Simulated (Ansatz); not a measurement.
# C8H10: the cost of one run

Computed with Ansatz 0.2.0 (the levels named in each step, unless a step's input says otherwise).

### 1 The system as given

Bond lengths (14 of 18 bonds, heavy atoms first): C1–C2 1.499 Å, C2–C3 1.389 Å, C3–C4 1.382 Å, C4–C5 1.388 Å, C5–C6 1.499 Å, C5–C7 1.389 Å, C2–C8 1.388 Å, C7–C8 1.383 Å, C1–H9 1.089 Å, C1–H10 1.091 Å, C1–H11 1.076 Å, C3–H12 1.081 Å, C4–H13 1.081 Å, C6–H14 1.089 Å. Angles (14 of 30 angles, heavy atoms first): C1–C2–C3 120.9°, C1–C2–C8 120.9°, C3–C2–C8 118.3°, C2–C3–C4 120.9°, C3–C4–C5 120.9°, C4–C5–C6 120.9°, C4–C5–C7 118.2°, C6–C5–C7 120.9°, C5–C7–C8 120.9°, C2–C8–C7 120.9°, C2–C1–H9 110.8°, C2–C1–H10 110.0°, C2–C1–H11 111.4°, C2–C3–H12 119.5°.

Coordinates:

```xyz
18

C     2.8997    0.1068    0.0814
C     1.4029    0.0411    0.0332
C     0.6964    0.6317   -1.0072
C    -0.6845    0.5804   -1.0454
C    -1.4023   -0.0521   -0.0398
C    -2.9007   -0.0862   -0.0690
C    -0.6960   -0.6409    1.0016
C     0.6851   -0.5896    1.0399
H     3.3178    0.1524   -0.9229
H     3.2169    1.0015    0.6190
H     3.3123   -0.7347    0.6096
H     1.2349    1.1307   -1.8007
H    -1.2139    1.0398   -1.8685
H    -3.2774   -0.9792    0.4271
H    -3.3041    0.7836    0.4515
H    -3.2638   -0.0919   -1.1052
H    -1.2343   -1.1445    1.7924
H     1.2147   -1.0536    1.8602
```

### 2 A rough first relaxation, PBE-D4/def2-SVP

This run stands in another session on the same molecule. It ended at:

```xyz
18

C     2.9369    0.1231    0.0900
C     1.4315    0.0424    0.0337
C     0.7070    0.6306   -1.0223
C    -0.6931    0.5810   -1.0599
C    -1.4297   -0.0588   -0.0429
C    -2.9379   -0.0848   -0.0675
C    -0.7049   -0.6536    1.0091
C     0.6953   -0.6040    1.0467
H     3.3819    0.1656   -0.9240
H     3.2719    1.0358    0.6297
H     3.3725   -0.7457    0.6220
H     1.2531    1.1327   -1.8372
H    -1.2290    1.0446   -1.9039
H    -3.3389   -0.9831    0.4424
H    -3.3649    0.8010    0.4516
H    -3.3299   -0.0724   -1.1038
H    -1.2501   -1.1735    1.8134
H     1.2320   -1.0854    1.8801
```

### 3 Relaxation, PBE0-D4/def2-TZVP

This run stands in another session on the same molecule. It ended at:

```xyz
18

C     2.9072    0.1218    0.0892
C     1.4121    0.0436    0.0342
C     0.6988    0.6242   -1.0094
C    -0.6853    0.5752   -1.0465
C    -1.4105   -0.0563   -0.0415
C    -2.9082   -0.0841   -0.0667
C    -0.6969   -0.6446    0.9975
C     0.6873   -0.5955    1.0346
H     3.3411    0.1601   -0.9119
H     3.2342    1.0210    0.6210
H     3.3320   -0.7376    0.6114
H     1.2372    1.1191   -1.8118
H    -1.2136    1.0322   -1.8775
H    -3.2985   -0.9722    0.4339
H    -3.3259    0.7890    0.4449
H    -3.2896   -0.0750   -1.0896
H    -1.2344   -1.1562    1.7899
H     1.2164   -1.0693    1.8557
```

### 4 Relaxation, PBE0-D4/def2-SVP

This run stands in another session on the same molecule. It ended at:

```xyz
18

C     2.9190    0.1224    0.0896
C     1.4208    0.0425    0.0336
C     0.7023    0.6266   -1.0151
C    -0.6885    0.5774   -1.0523
C    -1.4191   -0.0580   -0.0425
C    -2.9200   -0.0844   -0.0670
C    -0.7002   -0.6486    1.0022
C     0.6907   -0.5994    1.0395
H     3.3592    0.1624   -0.9177
H     3.2486    1.0287    0.6255
H     3.3501   -0.7416    0.6164
H     1.2437    1.1258   -1.8240
H    -1.2199    1.0388   -1.8900
H    -3.3165   -0.9775    0.4379
H    -3.3410    0.7955    0.4485
H    -3.3074   -0.0740   -1.0964
H    -1.2409   -1.1641    1.8015
H     1.2228   -1.0770    1.8674
```

### 5 Frequencies, PBE0-D4/def2-SVP

input.yaml reads:

```yaml
crystal:
  periodic: [false, false, false]
  atoms:
    - { symbol: C, position_ang: [2.9190375, 0.1223544, 0.08955344] }
    - { symbol: C, position_ang: [1.42084269, 0.04253076, 0.03363227] }
    - { symbol: C, position_ang: [0.70227406, 0.62661167, -1.01505367] }
    - { symbol: C, position_ang: [-0.68854075, 0.57738849, -1.05231946] }
    - { symbol: C, position_ang: [-1.41910682, -0.0580223, -0.04248786] }
    - { symbol: C, position_ang: [-2.92003561, -0.08440895, -0.06697483] }
    - { symbol: C, position_ang: [-0.70024642, -0.64862734, 1.00221007] }
    - { symbol: C, position_ang: [0.69066182, -0.59940169, 1.03947884] }
    - { symbol: H, position_ang: [3.35917059, 0.1623566, -0.9176809] }
    - { symbol: H, position_ang: [3.24855059, 1.02867848, 0.62546285] }
    - { symbol: H, position_ang: [3.35007109, -0.74161491, 0.61637044] }
    - { symbol: H, position_ang: [1.24374525, 1.12583042, -1.82401189] }
    - { symbol: H, position_ang: [-1.21988873, 1.0387632, -1.88995106] }
    - { symbol: H, position_ang: [-3.316498, -0.97752156, 0.43793516] }
    - { symbol: H, position_ang: [-3.34100162, 0.79550352, 0.44852919] }
    - { symbol: H, position_ang: [-3.30735321, -0.07403142, -1.09640045] }
    - { symbol: H, position_ang: [-1.24087717, -1.16405496, 1.8014992] }
    - { symbol: H, position_ang: [1.22283476, -1.0769844, 1.86743861] }
basis:
  gaussian: { orbitals: def2-SVP }
hamiltonian:
  xc: pbe0
  dispersion: d4
phonons: {}
```

Command:

```bash
> ansatz run input.yaml --threads 8 --pin off --max-ram 22528MiB --backend cpu --events-out ev --progress --plain --runs-dir out
```

Q: Estimate wall time and peak memory on 8 threads of Intel Xeon at 2.50GHz (Skylake/Cascade Lake), shared host.

About 6 min, with a peak of 0.57 GiB.
